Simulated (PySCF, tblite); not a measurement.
**C₂H₇BO₂Si₂: geometry, infrared bands and NMR shifts**

What infrared bands and NMR shifts should C₂H₇BO₂Si₂ (`BC1=CO[Si@H]1O[SiH3]`) show?

Computed with tblite 0.8.0 and PySCF 2.14.0, with density-fitted response routines of our own, on a single molecule in the gas phase. Atoms count from 0, in the outputs and in this text.

## 1. The molecule as given

14 atoms, charge 0, multiplicity 1; geometry from: force field or distance geometry start.

Bonds of the start (Å): B0–C1 1.59, C1–C2 1.30, C2–O3 1.39, O3–Si4 1.71, Si4–O5 1.71, O5–Si6 1.73, Si4–C1 1.79, B0–H7 1.19, B0–H8 1.20, C2–H9 1.10, Si4–H10 1.46, Si6–H11 1.48, Si6–H12 1.50, Si6–H13 1.47.

## 2. Optimising the geometry with GFN2-xTB

The job: settings as JSON, then the geometry in Å.

```
{"job": {"kind": "relax", "xc": "GFN2-xTB", "basis": "xTB"}, "charge": 0, "multiplicity": 1}
B      1.601200    -0.394600     1.332700
C      1.122700     0.570300     0.164800
C      1.729300     1.420500    -0.612300
O      0.667800     1.886500    -1.379800
Si    -0.474900     0.898200    -0.577600
O     -1.072100    -0.455200    -1.434600
Si    -2.057500    -1.297100    -0.292000
H      2.436600     0.034800     2.069900
H      1.783100    -1.529500     0.986100
H      2.787500     1.707100    -0.656800
H     -1.462000     1.619400     0.220300
H     -1.236600    -1.829200     0.815600
H     -2.989400    -0.286700     0.302800
H     -2.836400    -2.344900    -0.961400
```

Run with:

```sh
$ OMP_NUM_THREADS=1 python probes_run.py task.json out
```

One launch serves the whole session: the jobs run in the order shown.

**Question.** This job is followed by: GFN2-xTB harmonic vibrations, gas phase; GIAO PBE0/pcSseg-1 NMR shielding, non-relativistic, gas phase. What will the session give for the following? strongest single infrared mode (GFN2-xTB); zero-point energy (GFN2-xTB); ¹³C shifts against TMS (PBE0/pcSseg-1); ¹H shifts against TMS (PBE0/pcSseg-1, means over atoms taken as alike); ¹¹B shifts against BF3·OEt2 (PBE0/pcSseg-1); ¹⁷O shifts against H2O (PBE0/pcSseg-1); ²⁹Si shifts against TMS (PBE0/pcSseg-1).

**Answer**, as computed:

```
                                                              quantity                       value
                             strongest single infrared mode (GFN2-xTB)       1106 cm⁻¹, 491 km/mol
                                          zero-point energy (GFN2-xTB)               51.6 kcal/mol
                                ¹³C shifts against TMS (PBE0/pcSseg-1)            196.6, 135.7 ppm
¹H shifts against TMS (PBE0/pcSseg-1, means over atoms taken as alike)  8.48, 6.34, 5.44, 5.28 ppm
                           ¹¹B shifts against BF3·OEt2 (PBE0/pcSseg-1)                    60.0 ppm
                                ¹⁷O shifts against H2O (PBE0/pcSseg-1)             245.6, 56.3 ppm
                               ²⁹Si shifts against TMS (PBE0/pcSseg-1)            -11.1, -37.9 ppm
```

Relaxing lowered the energy by 1.759 eV in 170 steps; the close pair that moved most is Si4–O5, from 1.710 to 1.604 Å. No mode is imaginary among the 36: a minimum at this level. The strongest single mode, at 1106 cm⁻¹, moves mainly O5. Unscaled tight-binding wavenumbers are off by several per cent, some by more. Its intensities can rank the bands wrongly. C2 (alkene carbon bearing oxygen) lies farthest downfield among carbon, at 196.6 ppm; an sp2 carbon further deshielded by the attached heteroatom. At PBE0/pcSseg-1: The largest span, 238 ppm, is at O3, where the paramagnetic term is -311 ppm.
